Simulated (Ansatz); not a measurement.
## Molecular dynamics of LiMg2

Input:

```yaml
crystal:
  lattice:
    - [-3.251627, -5.631982, 0.0]
    - [4.87744, -2.815991, 0.0]
    - [0.0, 0.0, 15.72152]
  atoms:
    - { symbol: Li, position: [0.5, 0.3333333, 0.5824831] }
    - { symbol: Li, position: [0.5, 0.6666667, 0.4175169] }
    - { symbol: Mg, position: [0.5, 0.3333333, 0.9159793] }
    - { symbol: Mg, position: [0.5, 0.6666667, 0.7461219] }
    - { symbol: Mg, position: [0.5, 0.3333333, 0.2538781] }
    - { symbol: Mg, position: [0.5, 0.6666667, 0.0840207] }
    - { symbol: Li, position: [0.25, 0.8333333, 0.5824831] }
    - { symbol: Li, position: [0.25, 0.1666667, 0.4175169] }
    - { symbol: Mg, position: [0.25, 0.8333333, 0.9159793] }
    - { symbol: Mg, position: [0.25, 0.1666667, 0.7461219] }
    - { symbol: Mg, position: [0.25, 0.8333333, 0.2538781] }
    - { symbol: Mg, position: [0.25, 0.1666667, 0.0840207] }
    - { symbol: Li, position: [0.0, 0.3333333, 0.5824831] }
    - { symbol: Li, position: [0.0, 0.6666667, 0.4175169] }
    - { symbol: Mg, position: [0.0, 0.3333333, 0.9159793] }
    - { symbol: Mg, position: [0.0, 0.6666667, 0.7461219] }
    - { symbol: Mg, position: [0.0, 0.3333333, 0.2538781] }
    - { symbol: Mg, position: [0.0, 0.6666667, 0.0840207] }
    - { symbol: Li, position: [0.75, 0.8333333, 0.5824831] }
    - { symbol: Li, position: [0.75, 0.1666667, 0.4175169] }
    - { symbol: Mg, position: [0.75, 0.8333333, 0.9159793] }
    - { symbol: Mg, position: [0.75, 0.1666667, 0.7461219] }
    - { symbol: Mg, position: [0.75, 0.8333333, 0.2538781] }
    - { symbol: Mg, position: [0.75, 0.1666667, 0.0840207] }
basis:
  ecutwfc: 500.0
kpoints:
  mp_grid: { grid: [2, 2, 1] }
hamiltonian:
  xc: r2scan
  dispersion: d3bj
scf:
  occupations: { method: fermi_dirac, width: 0.16 }
  lower_state_search: "off"
md:
  timestep: 1
  n_steps: 180
  ensemble: nvt_langevin
  temperature: 300.0
  initial_velocities: maxwell_boltzmann
  seed: 413530
  friction: 0.02
  temperature_schedule: [{ n_steps: 180, end_temperature: 1800.0 }]
```

Run as:

```bash
$ ansatz run input.yaml --threads 4 --pin off --max-ram 10240MiB --backend cpu --events-out ev --progress --plain --runs-dir out
```

It starts from an unrelaxed structure (largest force component 0.18 eV/Å).

Output, in part (step lines):

```
md step     0: t =     0.00 fs  T =   287.5 K (target 300.0 K)  F+E_penalty+E_count = -32466.66139604 eV  E_kin = 0.891894 eV  (8 SCF iters)
md step     1: t =     1.00 fs  T =   288.2 K (target 304.2 K)  F+E_penalty+E_count = -32466.66683286 eV  E_kin = 0.894092 eV  (6 SCF iters)
md step     2: t =     2.00 fs  T =   274.2 K (target 312.5 K)  F+E_penalty+E_count = -32466.66985317 eV  E_kin = 0.850502 eV  (6 SCF iters)
md step     3: t =     3.00 fs  T =   266.3 K (target 320.8 K)  F+E_penalty+E_count = -32466.67071318 eV  E_kin = 0.826258 eV  (6 SCF iters)
md step     4: t =     4.00 fs  T =   290.5 K (target 329.2 K)  F+E_penalty+E_count = -32466.66982887 eV  E_kin = 0.901292 eV  (6 SCF iters)
md step     5: t =     5.00 fs  T =   275.6 K (target 337.5 K)  F+E_penalty+E_count = -32466.66732540 eV  E_kin = 0.854896 eV  (5 SCF iters)
md step     6: t =     6.00 fs  T =   282.3 K (target 345.8 K)  F+E_penalty+E_count = -32466.66309792 eV  E_kin = 0.875785 eV  (5 SCF iters)
md step     7: t =     7.00 fs  T =   284.3 K (target 354.2 K)  F+E_penalty+E_count = -32466.65618866 eV  E_kin = 0.881845 eV  (5 SCF iters)
[... lines left out ...]
md step   180: t =   180.00 fs  T =  1453.7 K (target 1795.8 K)  F+E_penalty+E_count = -32462.13952617 eV  E_kin = 4.509601 eV  (8 SCF iters)
```

The steps, from the saved trajectory:

```json
{"time (fs)": "0", "T (K)": "288", "potential energy less start (eV)": "0.000"}
{"time (fs)": "6", "T (K)": "282", "potential energy less start (eV)": "-0.002"}
{"time (fs)": "12", "T (K)": "282", "potential energy less start (eV)": "0.066"}
{"time (fs)": "18", "T (K)": "250", "potential energy less start (eV)": "0.186"}
{"time (fs)": "24", "T (K)": "256", "potential energy less start (eV)": "0.323"}
{"time (fs)": "30", "T (K)": "276", "potential energy less start (eV)": "0.472"}
{"time (fs)": "36", "T (K)": "368", "potential energy less start (eV)": "0.643"}
{"time (fs)": "42", "T (K)": "299", "potential energy less start (eV)": "0.802"}
{"time (fs)": "48", "T (K)": "335", "potential energy less start (eV)": "0.914"}
{"time (fs)": "54", "T (K)": "409", "potential energy less start (eV)": "0.996"}
{"time (fs)": "60", "T (K)": "476", "potential energy less start (eV)": "1.102"}
{"time (fs)": "66", "T (K)": "482", "potential energy less start (eV)": "1.254"}
{"time (fs)": "72", "T (K)": "580", "potential energy less start (eV)": "1.379"}
{"time (fs)": "78", "T (K)": "660", "potential energy less start (eV)": "1.455"}
{"time (fs)": "84", "T (K)": "761", "potential energy less start (eV)": "1.502"}
{"time (fs)": "90", "T (K)": "754", "potential energy less start (eV)": "1.615"}
{"time (fs)": "96", "T (K)": "706", "potential energy less start (eV)": "1.737"}
{"time (fs)": "102", "T (K)": "675", "potential energy less start (eV)": "1.944"}
{"time (fs)": "108", "T (K)": "735", "potential energy less start (eV)": "2.085"}
{"time (fs)": "114", "T (K)": "949", "potential energy less start (eV)": "2.276"}
{"time (fs)": "120", "T (K)": "899", "potential energy less start (eV)": "2.450"}
{"time (fs)": "126", "T (K)": "1036", "potential energy less start (eV)": "2.613"}
{"time (fs)": "132", "T (K)": "1155", "potential energy less start (eV)": "2.715"}
{"time (fs)": "138", "T (K)": "1440", "potential energy less start (eV)": "2.711"}
{"time (fs)": "144", "T (K)": "1763", "potential energy less start (eV)": "2.772"}
{"time (fs)": "150", "T (K)": "1605", "potential energy less start (eV)": "3.081"}
{"time (fs)": "156", "T (K)": "1303", "potential energy less start (eV)": "3.577"}
{"time (fs)": "162", "T (K)": "1246", "potential energy less start (eV)": "3.895"}
{"time (fs)": "168", "T (K)": "1070", "potential energy less start (eV)": "4.192"}
{"time (fs)": "174", "T (K)": "1228", "potential energy less start (eV)": "4.411"}
{"time (fs)": "180", "T (K)": "1454", "potential energy less start (eV)": "4.522"}
```

The run went to its last step. The schedule's set-point averaged 1425 K over the second half and the system 1134 K, so it lags behind the ramp. A run of 0.18 ps of so small a system gives no equilibrium averages. Limits of this set-up: coarse k mesh.

Mean squared displacements from the first frame to the last, about the centre of mass: Li 0.39 Å², Mg 0.22 Å².

Last frame:

```xyz
24
Lattice="-3.2516 -5.6320 0.0000 4.8774 -2.8160 0.0000 0.0000 0.0000 15.7215" Properties=species:S:1:pos:R:3
Li 0.125 -3.754 9.208
Li 1.724 -5.063 6.188
Mg 0.110 -3.504 14.618
Mg 1.665 -4.717 12.146
Mg 0.195 -4.119 3.982
Mg 2.205 -4.730 1.507
Li 3.055 -3.628 9.293
Li -0.418 -2.376 7.179
Mg 3.828 -3.546 14.736
Mg -0.459 -1.782 11.816
Mg 2.962 -3.966 3.983
Mg 0.274 -2.039 1.775
Li 1.777 -0.563 8.734
Li 2.904 -2.048 6.380
Mg 1.702 -1.324 14.222
Mg 2.713 -2.041 12.031
Mg 2.011 -0.813 3.551
Mg 3.342 -1.579 1.399
Li 2.201 -6.613 9.149
Li -2.390 -4.655 5.969
Mg 1.839 -6.155 14.502
Mg -1.431 -4.938 11.906
Mg 1.445 -6.836 3.687
Mg -1.856 -4.661 1.050
```

Run time: 37 min on 4 threads of Intel(R) Xeon(R) Platinum 8259CL CPU @ 2.50GHz (Skylake/Cascade Lake), on a shared host, peak memory 2.7 GiB.
